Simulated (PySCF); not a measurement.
# Re: excitation energy in ANO-RCC-VTZP

Wanted: the excitation energy of rhenium, up a ladder of methods.

The numbers are computed with PySCF 2.14.0 (unrestricted determinants in a Gaussian basis, no spin-orbit coupling in the energies), except any that are marked as measured or tabulated.

## (1) Starting point

* Element: rhenium (Z = 75)
* Basis: ANO-RCC-VTZP (8s7p5d3f2g1h, 104 functions)
* Hamiltonian: scalar relativity by spin-free X2C-1e
* State 1: Re: [Xe] 4f14 5d6 6s1, high-spin 6D determinant (an excited configuration)
* Needed too, but not shown: Re [Xe] 4f14 5d5 6s2 (6S)
* Methods: PBEsol, MN15, B3LYP

Outer shells as boxes (Hund's rule):

Re [Xe] 4f14 5d6 6s1
```
[Xe] core
4f [↑↓][↑↓][↑↓][↑↓][↑↓][↑↓][↑↓]
5d [↑↓][↑ ][↑ ][↑ ][↑ ]
6s [↑ ]
```

The runs were made by one driver on top of PySCF. The scripts below sum up each run's settings (the driver also hands on starting orbitals that pick excited configurations, and frozen orbitals as a list rather than a count), and the logs come from the driver's own runs. The driver starts from symmetry-adapted Hartree-Fock orbitals, holds the occupation by maximum overlap and uses a logarithmic radial grid for functionals, so a plain start would take other cycles.

The integrals over 104 functions and the set-up took 27 s of CPU time.

## (2) Re [Xe] 4f14 5d6 6s1: the ladder of methods

**PBEsol**

Input file input.py:

```python
from pyscf import gto, scf, dft, mp, cc
import basis_set_exchange as bse
mol = gto.M(atom="Re 0 0 0", charge=0, spin=5, symmetry="D2h",
            basis=gto.basis.parse(bse.get_basis("ANO-RCC-VTZP", elements=["Re"], fmt="nwchem")),
            nucmod="G")
mf = dft.UKS(mol, xc="PBEsol").sfx2c1e()
mf.irrep_nelec = {'Ag': (12, 9), 'B1g': (3, 3), 'B2g': (3, 2), 'B3g': (3, 2), 'Au': (1, 1), 'B1u': (6, 6), 'B2u': (6, 6), 'B3u': (6, 6)}
mf.kernel()
```

**MN15**

input.py, as changed from the run before:

```diff
@@ -5,3 +5,3 @@
             nucmod="G")
-mf = dft.UKS(mol, xc="PBEsol").sfx2c1e()
+mf = dft.UKS(mol, xc="MN15").sfx2c1e()
 mf.irrep_nelec = {'Ag': (12, 9), 'B1g': (3, 3), 'B2g': (3, 2), 'B3g': (3, 2), 'Au': (1, 1), 'B1u': (6, 6), 'B2u': (6, 6), 'B3u': (6, 6)}
```

**B3LYP**

input.py, as changed from the run before:

```diff
@@ -5,3 +5,3 @@
             nucmod="G")
-mf = dft.UKS(mol, xc="MN15").sfx2c1e()
+mf = dft.UKS(mol, xc="B3LYP").sfx2c1e()
 mf.irrep_nelec = {'Ag': (12, 9), 'B1g': (3, 3), 'B2g': (3, 2), 'B3g': (3, 2), 'Au': (1, 1), 'B1u': (6, 6), 'B2u': (6, 6), 'B3u': (6, 6)}
```

Q: Predict the outcome of this session.

The runs gave:

| quantity | value |
| --- | --- |
| excitation energy, Re → [Xe] 4f14 5d6 6s1 | UHF 1.830, B3LYP 1.498 eV; reference 1.759 |

Each level's miss (mean over 1 difference):

| method | mean absolute miss against the measured value (with the measured fine structure taken into account where it is known) (eV) |
| --- | --- |
| UHF | 0.071 |
| PBEsol | 0.505 |
| MN15 | 0.286 |
| B3LYP | 0.261 |

What this shows: Against experiment UHF comes closest (off by 0.07 eV) and PBEsol is farthest (0.51 eV). In a finite basis a lower level can come nearest by cancelling errors. The basis is finite, and no extrapolation was made.
